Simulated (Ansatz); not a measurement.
**W3S6 sheet: levels of theory**

The task, for W3S6 sheet: compare levels of theory.

Computed with Ansatz 0.2.0 (DFT LDA, scalar-relativistic, plane waves, PAW, and further levels as typed in the inputs, unless a step's input says otherwise).

## Step 1: The system as given

The structure is hexagonal, space group P-6m2 (No. 187). The conventional cell has a = 3.153 Å, b = 3.153 Å, c = 33.462 Å, α = 90.00°, β = 90.00°, γ = 120.00°. S (site symmetry 3m) is surrounded by 3 W at 2.40 Å. Around W (site symmetry 3m) lie 6 S at 2.40 Å. Around W (site symmetry -6m2) lie 6 S at 2.40 Å.

As a file:

```
CELL_PARAMETERS angstrom
3.15300 0.00000 0.00000
-1.57650 2.73058 0.00000
0.00000 0.00000 33.46200
ATOMIC_POSITIONS crystal
S 0.66667 0.33333 0.26896
W 0.33333 0.66667 0.31591
S 0.66667 0.33333 0.36286
S 0.33333 0.66667 0.45305
W 0.66667 0.33333 0.50000
S 0.33333 0.66667 0.54695
S 0.66667 0.33333 0.63714
W 0.33333 0.66667 0.68409
S 0.66667 0.33333 0.73104
```

## Step 2: Single point: W3S6 sheet, no spin

Contents of input.yaml:

```yaml
crystal:
  lattice:
    - [3.153, 0.0, 0.0]
    - [-1.5765, 2.7305780981, 0.0]
    - [0.0, 0.0, 33.462]
  atoms:
    - { symbol: S, position: [0.6666666667, 0.3333333333, 0.2689618074] }
    - { symbol: W, position: [0.3333333333, 0.6666666667, 0.3159105851] }
    - { symbol: S, position: [0.6666666667, 0.3333333333, 0.3628593629] }
    - { symbol: S, position: [0.3333333333, 0.6666666667, 0.4530512223] }
    - { symbol: W, position: [0.6666666667, 0.3333333333, 0.5] }
    - { symbol: S, position: [0.3333333333, 0.6666666667, 0.5469487777] }
    - { symbol: S, position: [0.6666666667, 0.3333333333, 0.6371406371] }
    - { symbol: W, position: [0.3333333333, 0.6666666667, 0.6840894149] }
    - { symbol: S, position: [0.6666666667, 0.3333333333, 0.7310381926] }
  periodic: [true, true, false]
scf:
  occupations: { method: gaussian, width: 0.02 }
  n_extra_bands: 12
output:
  eigenvalues: true
  write_density: true
  write_potential: true
  elf: true
  volumetric_format: npy
kpoints:
  mp_grid: { grid: [12, 12, 1] }
hamiltonian:
  xc: lda
```

Run with:

```console
ansatz run input.yaml --threads 8 --pin off --max-ram 24576MiB --backend cpu --events-out ev --progress --plain --runs-dir out
```

What it wrote:

```text
Warning: crystal.periodic: the lattice vector that does not repeat stood 0.000° off the slab's normal, 33.462 Å along it as the deck builds it. The run solves the slab on a vector along the normal, 54.724 Å long, with every atom where it was (on the deck's vector they left 18.00 Å outside them, and the widest stretch free of ions among them is 3.02 Å). A fractional position that the run reports is one of the run's cell, which starts as this one, and not of the deck's: it goes into a deck with that cell's vectors. The slab on that cell runs as it stands in a deck that lists each atom with its symbol and moment, types crystal.periodic and leaves out crystal.checkpoint, crystal.saddle_side, crystal.structure_sha256, crystal.space_group, crystal.setting, crystal.reduce_to_primitive, crystal.supercell, crystal.defects and each atom's wyckoff. Where those keys changed the vectors of the plane, lay the indices of each lattice_plane and lattice_line anew on these rows. Along the normal they count this vector already. An outside_sphere can name other atoms there (type this run's as sites). In the order of the run's atom list the slab is: crystal.lattice: [[3.153, 0.0, 0.0], [-1.5765, 2.7305780981, 0.0], [0.0, -0.0, 54.72400000312481]]; position: [0.6666666666999999, 0.3333333333, 0.16446166213553265]; position: [0.33333333330000003, 0.6666666667, 0.19316935892867082]; position: [0.6666666666999999, 0.3333333333, 0.22187705578295586]; position: [0.33333333330000003, 0.6666666667, 0.27702653314335474]; position: [0.6666666666999999, 0.3333333333, 0.3057342299364929]; position: [0.33333333330000003, 0.6666666667, 0.33444192672963113]; position: [0.6666666666999999, 0.3333333333, 0.38959140409003]; position: [0.33333333330000003, 0.6666666667, 0.418299100944315]; position: [0.6666666666999999, 0.3333333333, 0.4470067977374532];
Warning: RAYON_NUM_THREADS=8 ignored (pool sized by the plan → 8); use --threads N
crystal.periodic: the lattice vector that does not repeat stood 0.000° off the slab's normal, 33.462 Å along it as the deck builds it. The run solves the slab on a vector along the normal, 54.724 Å long, with every atom where it was (on the deck's vector they left 18.00 Å outside them, and the widest stretch free of ions among them is 3.02 Å). A fractional position that the run reports is one of the run's cell, which starts as this one, and not of the deck's: it goes into a deck with that cell's vectors. The slab on that cell runs as it stands in a deck that lists each atom with its symbol and moment, types crystal.periodic and leaves out crystal.checkpoint, crystal.saddle_side, crystal.structure_sha256, crystal.space_group, crystal.setting, crystal.reduce_to_primitive, crystal.supercell, crystal.defects and each atom's wyckoff. Where those keys changed the vectors of the plane, lay the indices of each lattice_plane and lattice_line anew on these rows. Along the normal they count this vector already. An outside_sphere can name other atoms there (type this run's as sites). In the order of the run's atom list the slab is: crystal.lattice: [[3.153, 0.0, 0.0], [-1.5765, 2.7305780981, 0.0], [0.0, -0.0, 54.72400000312481]]; position: [0.6666666666999999, 0.3333333333, 0.16446166213553265]; position: [0.33333333330000003, 0.6666666667, 0.19316935892867082]; position: [0.6666666666999999, 0.3333333333, 0.22187705578295586]; position: [0.33333333330000003, 0.6666666667, 0.27702653314335474]; position: [0.6666666666999999, 0.3333333333, 0.3057342299364929]; position: [0.33333333330000003, 0.6666666667, 0.33444192672963113]; position: [0.6666666666999999, 0.3333333333, 0.38959140409003]; position: [0.33333333330000003, 0.6666666667, 0.418299100944315]; position: [0.6666666666999999, 0.3333333333, 0.4470067977374532];
scf.n_extra_bands = 12 over 39 filled bands (N_el = 78.0): the run solves 51 bands
Engine: ansatz 0.2.0, aarch64-unknown-linux-gnu
Pseudopotentials: kind: paw
Pseudopotential: S, paw, valence charge 6, recommended cutoff 420 eV (normal), S.paw.azcp
Pseudopotential: W, paw, valence charge 14, recommended cutoff 420 eV (normal), W.paw.azcp
Functional definition: SPW92
  exchange = slater_x
  correlation = pw_c
Crystal: 9 atoms, lattice volume = 471.147 Å³
Basis set: ecut = 420 eV, 9123 PW (Γ)
Bands: 51, of which v1, the nominal top of the filled ones, is band 39 counted from 1 (38 counted from 0)
Symmetry: 12 space group operations
Space group: P-6m2 (ITA 187), of the structure as read, at distance tolerance 7.8e-5 Å
k-points: 19 of 144 (time reversal used)
Non-local potential: S, projectors of the file, l = 0: 2, l = 1: 2, l = 2: 2
Non-local potential: W, projectors of the file, l = 0: 3, l = 1: 2, l = 2: 2, l = 3: 1
PAW form: soft (Blöchl's): semilocal exchange-correlation on the pseudo side does not see the compensation charge
PAW frozen core: S, regenerated for the run's functional, and the local potential with it (the file was generated under x = pbe(κ = 0.804, μ = 0.2195149727645171), c = pbe(β = 0.06672455060314922))
PAW frozen core: W, regenerated for the run's functional, and the local potential with it (the file was generated under x = pbe(κ = 0.804, μ = 0.2195149727645171), c = pbe(β = 0.06672455060314922))
PAW one-centre angular grid: S, 110 points (default); XC on 64 Gauss nodes
PAW one-centre angular grid: W, 590 points (default); XC on 64 Gauss nodes
Initial density: superposition of atomic densities (neutral atoms: chi_scale 0, normalization atom), corrected by the library's trained network
Initial wavefunctions: pseudopotential atomic-orbital guess
Functional: x = slater, c = lda
SCF iter   1: F=—  HF=-35614.960109 eV  |F-HF|=—  |Δ(HF+E_count)|=         —  Δρ=6.08e-3  dr2=3.41e-1  ethr=1.77e-3  ⟨swp⟩=13.2  Hψ=6614  notcnv=0  defer=2
preconditioner: auto → Resta (q_TF=auto, 2.022 Å⁻¹)  ε∞=3.1  [insulator: Δε(μ)=1.110 eV  Ē_g=8.700 eV  σ=0.020 eV  W_gap=1.00  n_scr=34 (ndim 8)  ℏωp=12.6 eV  f_vac=0.653  D(μ)=0.00/eV (n_scr^D=0)  ε∞_Penn≈3.1  vacuum switching on, ρ_ref=5.5e-3 e/Å³]
SCF iter   2: F=—  HF=-35614.938359 eV  |F-HF|=—  |Δ(HF+E_count)|=   2.17e-2  Δρ=3.54e-3  dr2=1.49e-1  ethr=4.37e-4  ⟨swp⟩=4.9  Hψ=2659  notcnv=0  defer=66
SCF iter   3: F=—  HF=-35614.917274 eV  |F-HF|=—  |Δ(HF+E_count)|=   2.11e-2  Δρ=1.73e-3  dr2=6.51e-3  ethr=1.90e-4  ⟨swp⟩=3.4  Hψ=1734  notcnv=0  defer=67
SCF iter   4: F=—  HF=-35614.919594 eV  |F-HF|=—  |Δ(HF+E_count)|=   2.32e-3  Δρ=7.31e-4  dr2=8.96e-3  ethr=8.34e-6  ⟨swp⟩=3.5  Hψ=2398  notcnv=0  defer=67
SCF iter   5: F=—  HF=-35614.918859 eV  |F-HF|=—  |Δ(HF+E_count)|=   7.35e-4  Δρ=1.98e-4  dr2=3.29e-4  ethr=8.34e-6  ⟨swp⟩=2.7  Hψ=1435  notcnv=0  defer=67
SCF iter   6: F=—  HF=-35614.918844 eV  |F-HF|=—  |Δ(HF+E_count)|=   1.49e-5  Δρ=5.27e-5  dr2=1.64e-5  ethr=4.21e-7  ⟨swp⟩=3.2  Hψ=1982  notcnv=0  defer=67
SCF iter   7: F=—  HF=-35614.918511 eV  |F-HF|=—  |Δ(HF+E_count)|=   3.32e-4  Δρ=2.01e-5  dr2=5.95e-6  ethr=2.11e-8  ⟨swp⟩=3.6  Hψ=2287  notcnv=0  defer=67
SCF iter   8: F=—  HF=-35614.918511 eV  |F-HF|=—  |Δ(HF+E_count)|=   7.48e-8  Δρ=1.37e-5  dr2=2.70e-6  ethr=7.63e-9  ⟨swp⟩=2.9  Hψ=1647  notcnv=0  defer=67
SCF iter   9: F=—  HF=-35614.918511 eV  |F-HF|=—  |Δ(HF+E_count)|=   3.20e-7  Δρ=5.49e-6  dr2=2.17e-7  ethr=3.47e-9  ⟨swp⟩=2.7  Hψ=1440  notcnv=0  defer=67
SCF iter  10: F=-35614.918511 eV  HF=-35614.918511 eV  |F-HF|=8.21e-9  |Δ(HF+E_count)|=  8.15e-10  Δρ=1.24e-6  dr2=1.44e-8  ethr=1.28e-10  ⟨swp⟩=14.8  Hψ=4242  notcnv=0
SCF 1 converged in 10 iterations: F = -35614.918511 eV  dr2 = 1.44e-8
WARN: The output density's exchange-correlation potential varies sharply where the density is thin. Do not read a vacuum level from v_tot or v_xc, or from such a field of the output density. On a cell that repeats whose density bears no net charge and no dipole along the vacuum's axis use v_es (v_loc + v_h of the components); under efield.dipole_correction with no amplitude use v_es + v_field, which holds any external_charges[].barrier, or the levels of the report's work_function block, which leave it out; under a non-zero efield.amplitude the vacuum is tilted and has no level; on a cell that repeats and bears such a dipole with no correction it is tilted too, and efield.dipole_correction with no amplitude gives each side of its ramp a level where efield: is served; in a cell that repeats whose density bears a net charge (total_charge, or a fill off its count) it is curved and has none; of a slab under crystal.periodic whose density bears no net charge use v_es, which has a level on each side, short of where the two are joined; of another it falls or rises all the way out and has none; of a slab beside external_charges read slab_vacuum_level instead, which it has where they leave it neutral. The grid or the basis barely resolves most such structure, and the values can differ between equally converged runs; as a rule a tighter scf.convergence.dr2_threshold does not remove it. Where the density itself ripples (under the LDA too) a higher basis.ecutwfc lessens it. The files hold the spikes' plane waves up to the density's cutoff. Files: v_tot_of_output_density and the like, and their columns of v_z.tsv (output.write_potential); v_xc_of_output_density and the like, and their columns of v_comp_z.tsv (output.write_potential_components). Measured: with its Gaussian average of σ = 0.25 Å subtracted twice, the exchange-correlation potential is over 0.1 eV at 655 of the grid points where the equally averaged density (valence and model cores) is under 1e-3 e/Å³, and 0.270 eV at the most among them, at an averaged density of 4.7e-5 e/Å³. The input density's (outcome.potential() and, of a run that writes arrays, v_tot and v_xc) is over 0.1 eV, so measured, at 655 points of its own thin density, 0.269 eV at the most. See output.write_potential in the manual, Limitations
SCF converged after 10 iterations
Free energy (F): -35614.918511 eV
Harris-Foulkes:  -35614.918511 eV  (|F-HF|=8.21e-9)
Internal energy: -35614.918511 eV  (E = F + TS)
E sigma→0 (E₀):  -35614.918511 eV
Fermi energy:    -4.846599 eV
--- Per-component energies (eV) ---
  E_band       = -1884.326729
  E_kinetic    = 2003.450375
  E_local      = -498814.651803  (includes V_loc(G=0)·N_el)
  E_nonlocal   = 195.491922
  E_hartree    = 248201.919901
  E_xc         = -1376.459403
  E_vxc        = -1248.108175  (∫ρ·V_xc dr)
  E_paw        = -28341.962987  (= ΣΔE_a)
  E_vpaw       = -424.351246  (= ΣTr[D̂ρ^β])
  E_aug_tail   = -0.000205  (compensation charges beyond the density's cutoff)
  E_ewald      = 242515.525046
  E_core_change = 1.768644  (= ΣΔE_core)
  E_smearing   = -0.000000  (= −TS)
  E_closure    = -0.000000  (closes the sum)
  Σ components = -35614.918511   (vs F -35614.918511, Δ=0.00e0)
--- Band table (eV; the first three rows and the last of 19) ---
  k-point 0: bands = ["-79.8187", "-79.8161", "-79.8161", "-44.1152", "-44.1128", "-44.1128", "-43.9235", "-43.9235", "-43.9202", "-43.9202", "-43.9202", "-43.9202", "-20.8428", "-20.7526", "-20.6712", "-19.2463", "-19.0733", "-18.9261", "-12.8052", "-12.4266", "-12.0313", "-8.8894", "-8.7799", "-8.7799", "-8.7698", "-8.7698", "-8.7674", "-8.7674", "-8.1653", "-7.5292", "-7.5292", "-7.5055", "-7.5055", "-7.4905", "-7.4905", "-7.3070", "-6.3665", "-5.7831", "-5.4169", "-3.0118", "-3.0118", "-3.0025", "-3.0025", "-2.9918", "-2.9918", "-2.8967", "-2.8967", "-2.8241", "-2.8241", "-2.7682", "-2.7682"]
  k-point 1: bands = ["-79.8174", "-79.8148", "-79.8148", "-44.1106", "-44.1082", "-44.1082", "-43.9490", "-43.9457", "-43.9457", "-43.9294", "-43.9261", "-43.9261", "-20.7233", "-20.6333", "-20.5517", "-19.1967", "-19.0285", "-18.8863", "-12.6640", "-12.2876", "-11.8905", "-9.0962", "-9.0869", "-9.0716", "-9.0681", "-8.6636", "-8.6516", "-8.6473", "-8.5132", "-8.0957", "-7.7176", "-7.6920", "-7.6753", "-7.4597", "-7.3569", "-6.9858", "-6.3688", "-5.8772", "-5.6061", "-3.1346", "-3.1201", "-3.1136", "-3.1071", "-3.0534", "-3.0281", "-3.0200", "-2.9515", "-2.8744", "-2.7902", "-2.7633", "-2.7578"]
  k-point 2: bands = ["-79.8138", "-79.8112", "-79.8112", "-44.0980", "-44.0956", "-44.0956", "-44.0180", "-44.0147", "-44.0147", "-43.9455", "-43.9422", "-43.9422", "-20.3821", "-20.2930", "-20.2117", "-19.0552", "-18.9012", "-18.7737", "-12.2808", "-11.9166", "-11.5198", "-9.8013", "-9.7785", "-9.7551", "-9.5507", "-9.1328", "-8.8621", "-8.3449", "-8.3270", "-8.3153", "-8.1531", "-8.1241", "-8.1053", "-7.5492", "-7.3507", "-6.9754", "-6.4884", "-6.2576", "-6.1663", "-3.7218", "-3.5360", "-3.2946", "-3.2693", "-3.1782", "-3.1617", "-3.0952", "-2.9744", "-2.9021", "-2.3286", "-2.2713", "-2.2326"]
  k-point 18: bands = ["-79.7969", "-79.7943", "-79.7943", "-44.1998", "-44.1964", "-44.1964", "-44.1637", "-44.1603", "-44.1603", "-44.0375", "-44.0351", "-44.0351", "-18.1822", "-18.1691", "-18.1690", "-18.1219", "-18.1041", "-18.1040", "-11.8797", "-11.8143", "-11.7568", "-11.4189", "-11.3923", "-11.3822", "-10.5836", "-10.4808", "-10.3973", "-9.9300", "-9.9213", "-9.7861", "-9.3239", "-9.2161", "-9.1156", "-8.3401", "-8.2728", "-8.2405", "-6.0457", "-5.9649", "-5.8884", "-4.0448", "-4.0401", "-4.0400", "-3.1925", "-2.7522", "-2.2799", "-1.9710", "-1.9369", "-1.8813", "-0.4676", "-0.4168", "-0.3243"]
```

It took 12 s on 8 threads of Arm Neoverse V1, shared host; peak memory 1.5 GiB.

Density in a lattice plane of the grid's cell (edges 3.15 and 54.72 Å, at 0.333 of the third edge), which holds S and W.

Ten even steps from ' ' (0.00 e/Å³) to '@' (5.21 e/Å³):
```
            
            
            
            
            
            
            
            
            
            
      ::  ::
      ..::..
            
    ..**@@**
            
  ..        
      ......
            
            
            
```
Columns run along the first of these edges and rows up along the second, over one cell in 6 and 20 even steps from the bottom left corner. Atoms in the plane (fractional): S at (0.67, 0.16), S at (0.67, 0.22), W at (0.67, 0.31), S at (0.67, 0.39), S at (0.67, 0.45).

ELF in the same plane.

Ten even steps from '0' (0.00) to '9' (0.95):
```
000000
000000
000000
000000
000000
000000
000000
000000
000000
000000
717717
515858
474000
232747
000131
222343
605999
000000
000000
000000
```
Columns run along the first of these edges and rows up along the second, over one cell in 6 and 20 even steps from the bottom left corner. Atoms in the plane (fractional): S at (0.67, 0.16), S at (0.67, 0.22), W at (0.67, 0.31), S at (0.67, 0.39), S at (0.67, 0.45).

Both are smooth fields of the valence electrons: close to the nuclei they are not physical.

The highest ELF values outside the cores: 0.96 beside S, off the lines to its neighbours, 0.9 Å from S; 0.87 on the S–W line, 0.8 Å from S; 0.86 in the shell around S, 0.8 Å from S.

## Step 3: Single point: r2SCAN

input.yaml: that of step 2 with these lines changed.

```diff
@@ -21,6 +21,2 @@
   eigenvalues: true
-  write_density: true
-  write_potential: true
-  elf: true
-  volumetric_format: npy
 kpoints:
@@ -28,2 +24,2 @@
 hamiltonian:
-  xc: lda
+  xc: r2scan
```

Run with:

```console
ansatz run input.yaml --threads 8 --pin off --max-ram 24576MiB --backend cpu --events-out ev --progress --plain --runs-dir out
```

What it wrote (excerpt; [...] marks lines left out):

```text
Warning: crystal.periodic: the lattice vector that does not repeat stood 0.000° off the slab's normal, 33.462 Å along it as the deck builds it. The run solves the slab on a vector along the normal, 54.724 Å long, with every atom where it was (on the deck's vector they left 18.00 Å outside [...]
Warning: RAYON_NUM_THREADS=8 ignored (pool sized by the plan → 8); use --threads N
[...]
scf.n_extra_bands = 12 over 39 filled bands (N_el = 78.0): the run solves 51 bands
[...]
Pseudopotentials: kind: paw
Pseudopotential: S, paw, valence charge 6, recommended cutoff 500 eV (meta_gga), S.paw.azcp
Pseudopotential: W, paw, valence charge 14, recommended cutoff 500 eV (meta_gga), W.paw.azcp
Functional definition: r2SCAN
[...]
Crystal: 9 atoms, lattice volume = 471.147 Å³
Basis set: ecut = 500 eV, 11875 PW (Γ), exchange–correlation on 96×96×1600 points (64 copies of the dense FFT grid, shifted against one another)
Bands: 51, of which v1, the nominal top of the filled ones, is band 39 counted from 1 (38 counted from 0)
Symmetry: 12 space group operations
Space group: P-6m2 (ITA 187), of the structure as read, at distance tolerance 7.8e-5 Å
k-points: 19 of 144 (time reversal used)
[...]
SCF iter   1: F=—  HF=-36634.622493 eV  |F-HF|=—  |Δ(HF+E_count)|=         —  Δρ=4.77e-3  dr2=1.07e-1  dr2_τ=2.58e-1  ethr=1.77e-3  ⟨swp⟩=13.2  Hψ=6680  notcnv=0  defer=4
[...]
SCF iter  10: F=-36634.849692 eV  HF=-36634.849692 eV  |F-HF|=8.18e-9  |Δ(HF+E_count)|=   2.72e-7  Δρ=1.27e-6  dr2=1.42e-8  dr2_τ=2.58e-9  ethr=1.28e-10  ⟨swp⟩=14.8  Hψ=4517  notcnv=0
[...]
SCF converged after 10 iterations
Free energy (F): -36634.849692 eV
[...]
E sigma→0 (E₀):  -36634.849692 eV
Fermi energy:    -4.687860 eV
[...]
--- Band table (eV; the first three rows and the last of 19) ---
[...]
```

Wall time 14 s (8 threads of Arm Neoverse V1, shared host); peak memory 2.2 GiB.

## Step 4: Single point: HSE06, mesh 6×6×1

input.yaml: that of step 3 with these lines changed.

```diff
@@ -22,4 +22,4 @@
 kpoints:
-  mp_grid: { grid: [12, 12, 1] }
+  mp_grid: { grid: [6, 6, 1] }
 hamiltonian:
-  xc: r2scan
+  xc: hse06
```

Run with:

```console
ansatz run input.yaml --threads 8 --pin off --max-ram 24576MiB --backend cpu --events-out ev --progress --plain --runs-dir out
```

What it wrote (excerpt; [...] marks lines left out):

```text
Warning: crystal.periodic: the lattice vector that does not repeat stood 0.000° off the slab's normal, 33.462 Å along it as the deck builds it. The run solves the slab on a vector along the normal, 54.724 Å long, with every atom where it was (on the deck's vector they left 18.00 Å outside [...]
Warning: RAYON_NUM_THREADS=8 ignored (pool sized by the plan → 8); use --threads N
[...]
scf.n_extra_bands = 12 over 39 filled bands (N_el = 78.0): the run solves 51 bands
[...]
Pseudopotentials: kind: paw
Pseudopotential: S, paw, valence charge 6, recommended cutoff 420 eV (normal), S.paw.azcp
Pseudopotential: W, paw, valence charge 14, recommended cutoff 420 eV (normal), W.paw.azcp
Functional definition: HSE06
[...]
Crystal: 9 atoms, lattice volume = 471.147 Å³
Basis set: ecut = 420 eV, 9123 PW (Γ)
Bands: 51, of which v1, the nominal top of the filled ones, is band 39 counted from 1 (38 counted from 0)
Symmetry: 12 space group operations
Space group: P-6m2 (ITA 187), of the structure as read, at distance tolerance 7.8e-5 Å
[...]
SCF 1 stopped early in 7 iterations: F = -36574.145407 eV  dr2 = 3.04e-5
[...]
Frozen-core exchange: fock
[...]
SCF 2 stopped early in 9 iterations: F = -36580.317714 eV  dr2 = 7.52e-6
hybrid outer 1: dexx = +2.068e-2 eV, tail = 3.67e-5 eV
[...]
Frozen-core exchange: fock
[...]
SCF iter   5: F=-36580.317636 eV  HF=-36580.317636 eV  |F-HF|=2.51e-9  |Δ(HF+E_count)|=   3.33e-8  Δρ=4.83e-7  dr2=3.23e-8  ethr=1.00e-11  ⟨swp⟩=4.0  Hψ=904  notcnv=0
[...]
hybrid outer 2: dexx = +6.797e-7 eV, tail = 7.46e-8 eV, Δε = 4.02e-3 eV (about 1.99e-4 eV left of the loop's levels)
hybrid SCF converged: 2 outer / 14 inner (+7 warm-up), last move |dexx| = 6.80e-7 eV, tail = 7.46e-8 eV
Stability not checked: this state was not tested for a lower state beside it, because the functional holds exact exchange (a hybrid, or Hartree-Fock), whose exchange loop this test does not read (fock_operator; see scf.lower_state_search)
Free energy (F): -36580.317636 eV
Frozen-core exchange: fock
[...]
E sigma→0 (E₀):  -36580.317636 eV
Fermi energy:    -4.690417 eV
[...]
--- Band table (eV; the first three rows and the last of 7) ---
[...]
  the weakly bound empty levels are not read free of the cell's end (exact_exchange)
```

Wall time 58 s (8 threads of Arm Neoverse V1, shared host); peak memory 7.9 GiB.

## Step 5: The runs side by side

| step | level | k mesh | energy (eV) | gap on the mesh (eV) | time |
| --- | --- | --- | --- | --- | --- |
| 2 | LDA | 12×12×1 | -35614.919 | 1.14 | 12 s |
| 3 | r2SCAN | 12×12×1 | -36634.850 | 1.33 | 14 s |
| 4 | HSE06 | 6×6×1 | -36580.318 | 1.76 | 58 s |

Totals of different systems or levels have different zeros; only balanced differences at one level mean anything.

These runs have no spin-orbit coupling; with W it would split and shift bands.
